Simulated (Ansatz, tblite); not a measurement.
# SnH(NHtBu)3 (C₁₂H₃₁N₃Sn): one state, many levels

One table from this session's results is given with a row withheld; the runs are named, their logs left out.

Method: as each input shows; program: Ansatz 0.2.0, Gaussian basis.

Levels to be run: GFN1-xTB, GFN2-xTB, PBE-D4/def2-TZVP, r2SCAN-D4/def2-TZVP, BHLYP-D4/def2-TZVP, HSE06-D4/def2-TZVP, revPBE-D4/def2-TZVP, LC-ωPBE(0.10)/def2-SVP, LC-ωPBE(0.15)/def2-SVP, LC-ωPBE(0.20)/def2-SVP, LC-ωPBE(0.30)/def2-SVP, PBE-D4/def2-SVP, PBE0-D4/def2-SVP, MP2/def2-SVP, RPA/def2-SVP.

### The relaxed structure

The singlet was relaxed beforehand with PBE-D4/def2-SVP.

47 atoms, charge 0, spin multiplicity 1.

Bond lengths: Sn1–H2 1.720 Å, Sn1–N3 2.080 Å, Sn1–N18 2.080 Å, Sn1–N33 2.080 Å, N3–C4 1.476 Å, N3–H8 1.029 Å, C4–C5 1.537 Å, C4–C6 1.541 Å, C4–C7 1.545 Å, C5–H9 1.108 Å, C5–H10 1.111 Å, C5–H11 1.108 Å, C6–H12 1.108 Å, C6–H13 1.109 Å, C6–H14 1.110 Å, C7–H15 1.110 Å, C7–H16 1.111 Å, C7–H17 1.110 Å and more. Angles: H2–Sn1–N3 110.0°, H2–Sn1–N18 110.0°, H2–Sn1–N33 110.0°, N3–Sn1–N18 108.9°, N3–Sn1–N33 108.9°, N18–Sn1–N33 109.0°, Sn1–N3–C4 123.0°, Sn1–N3–H8 109.2°, C4–N3–H8 110.0°, N3–C4–C5 108.7°, N3–C4–C6 107.2°, N3–C4–C7 112.2°, C5–C4–C6 109.5°, C5–C4–C7 109.3°, C6–C4–C7 109.8°, C4–C5–H9 110.9°, C4–C5–H10 111.2°, C4–C5–H11 110.7° and more.

Sn takes a core potential in the def2 sets. No spin-orbit coupling is included.

PBE0-D4/def2-TZVP was run before; its log isn't repeated, and its numbers join the tables.

Set-up of the first run:

Tight binding, by tblite at 300 K electronic temperature and without a spin-polarisation term:

```python
tblite.interface.Calculator('GFN1-xTB', numbers, positions, charge=0, uhf=0).singlepoint()
```

Tight binding, by tblite at 300 K electronic temperature and without a spin-polarisation term:

```python
tblite.interface.Calculator('GFN2-xTB', numbers, positions, charge=0, uhf=0).singlepoint()
```

start.molden holds the orbitals of an earlier run on this state, given as this run's starting guess.

in.yaml reads:

```yaml
crystal:
  periodic: [false, false, false]
  atoms:
    - {symbol: Sn, position_ang: [-0.006064, -0.004325, 0.516676]}
    - {symbol: H, position_ang: [-0.011540, -0.014171, 2.236881]}
    - {symbol: N, position_ang: [1.892033, -0.476612, -0.190788]}
    - {symbol: C, position_ang: [3.056983, 0.414461, -0.021344]}
    - {symbol: C, position_ang: [3.147514, 0.833508, 1.454569]}
    - {symbol: C, position_ang: [4.310447, -0.395501, -0.404969]}
    - {symbol: C, position_ang: [2.960024, 1.676976, -0.906491]}
    - {symbol: H, position_ang: [1.820860, -0.781412, -1.171511]}
    - {symbol: H, position_ang: [4.060421, 1.433627, 1.638906]}
    - {symbol: H, position_ang: [2.279109, 1.461208, 1.747530]}
    - {symbol: H, position_ang: [3.171906, -0.056857, 2.114357]}
    - {symbol: H, position_ang: [4.393814, -1.299786, 0.229787]}
    - {symbol: H, position_ang: [5.234120, 0.208261, -0.290426]}
    - {symbol: H, position_ang: [4.254030, -0.726837, -1.463380]}
    - {symbol: H, position_ang: [2.067220, 2.274741, -0.628228]}
    - {symbol: H, position_ang: [2.872338, 1.395228, -1.977236]}
    - {symbol: H, position_ang: [3.856171, 2.324509, -0.802927]}
    - {symbol: N, position_ang: [-0.537283, 1.880102, -0.186730]}
    - {symbol: C, position_ang: [-1.890670, 2.446774, -0.023518]}
    - {symbol: C, position_ang: [-2.301870, 2.325212, 1.452387]}
    - {symbol: C, position_ang: [-1.812216, 3.935005, -0.415101]}
    - {symbol: C, position_ang: [-2.935504, 1.729043, -0.906873]}
    - {symbol: H, position_ang: [-0.231615, 1.972700, -1.165361]}
    - {symbol: H, position_ang: [-3.277770, 2.818072, 1.631988]}
    - {symbol: H, position_ang: [-2.412498, 1.261398, 1.752256]}
    - {symbol: H, position_ang: [-1.543345, 2.794622, 2.110409]}
    - {symbol: H, position_ang: [-1.070282, 4.461086, 0.217736]}
    - {symbol: H, position_ang: [-2.795952, 4.435705, -0.303989]}
    - {symbol: H, position_ang: [-1.496081, 4.045834, -1.473864]}
    - {symbol: H, position_ang: [-3.010181, 0.658630, -0.623059]}
    - {symbol: H, position_ang: [-2.645127, 1.787156, -1.977302]}
    - {symbol: H, position_ang: [-3.943576, 2.184245, -0.808126]}
    - {symbol: N, position_ang: [-1.363265, -1.405204, -0.206033]}
    - {symbol: C, position_ang: [-1.166814, -2.861401, -0.062858]}
    - {symbol: C, position_ang: [-0.831826, -3.172891, 1.404474]}
    - {symbol: C, position_ang: [-2.496507, -3.540913, -0.443484]}
    - {symbol: C, position_ang: [-0.032407, -3.389512, -0.969101]}
    - {symbol: H, position_ang: [-1.600959, -1.175054, -1.180815]}
    - {symbol: H, position_ang: [-0.762195, -4.266282, 1.569386]}
    - {symbol: H, position_ang: [0.147639, -2.735854, 1.693980]}
    - {symbol: H, position_ang: [-1.609504, -2.763629, 2.080082]}
    - {symbol: H, position_ang: [-3.315776, -3.174746, 0.206401]}
    - {symbol: H, position_ang: [-2.429962, -4.644180, -0.347647]}
    - {symbol: H, position_ang: [-2.767629, -3.310165, -1.495377]}
    - {symbol: H, position_ang: [0.933419, -2.919378, -0.689933]}
    - {symbol: H, position_ang: [-0.242648, -3.152485, -2.033617]}
    - {symbol: H, position_ang: [0.083027, -4.490935, -0.887708]}
basis:
  gaussian: {orbitals: def2-TZVP, fitting: {mean_field: def2-universal-jkfit}, initial_orbitals: start.molden}
hamiltonian: {xc: pbe, dispersion: d4}
scf: {omitted_lower_state_checks: [starts]}
output: {forces: true, orbitals: {seedname: orbitals}}
```

Started as:

```sh
> ansatz run in.yaml --threads 2 --pin off --events-out ev --progress --plain --max-ram 32768MiB --backend cuda --devices 0, --max-vram 18GiB
```

Among the steps run: PBE-D4/def2-TZVP; r2SCAN-D4/def2-TZVP; BHLYP-D4/def2-TZVP; HSE06-D4/def2-TZVP; revPBE-D4/def2-TZVP; LC-ωPBE(0.10)/def2-SVP; LC-ωPBE(0.15)/def2-SVP; LC-ωPBE(0.20)/def2-SVP; LC-ωPBE(0.30)/def2-SVP; PBE-D4/def2-SVP; PBE0-D4/def2-SVP; MP2/def2-SVP; RPA/def2-SVP.

One table of the session follows, with a row left open; its other results are not shown here.

It belongs to the step «Binding energy». 

```
              level  binding an atom (eV)
        HF/def2-SVP                 2.964
    PBE-D4/def2-SVP                 4.104
   PBE-D4/def2-TZVP                 4.070
revPBE-D4/def2-TZVP                 3.986
r2SCAN-D4/def2-TZVP                 3.990
   PBE0-D4/def2-SVP                 4.049
  PBE0-D4/def2-TZVP                     ?
 HSE06-D4/def2-TZVP                 4.014
 BHLYP-D4/def2-TZVP                 3.894
       MP2/def2-SVP                 3.851
```

Q: Estimate the row for PBE0-D4/def2-TZVP from the others.

**Answer.** binding an atom (eV): 4.012. In the column «binding an atom (eV)» it lies between r2SCAN-D4/def2-TZVP (3.990) and HSE06-D4/def2-TZVP (4.014).

Caveats from the session: Free atoms were run apart at each level; binding is atoms less cluster, divided by the number of atoms, without zero-point or spin-orbit terms.
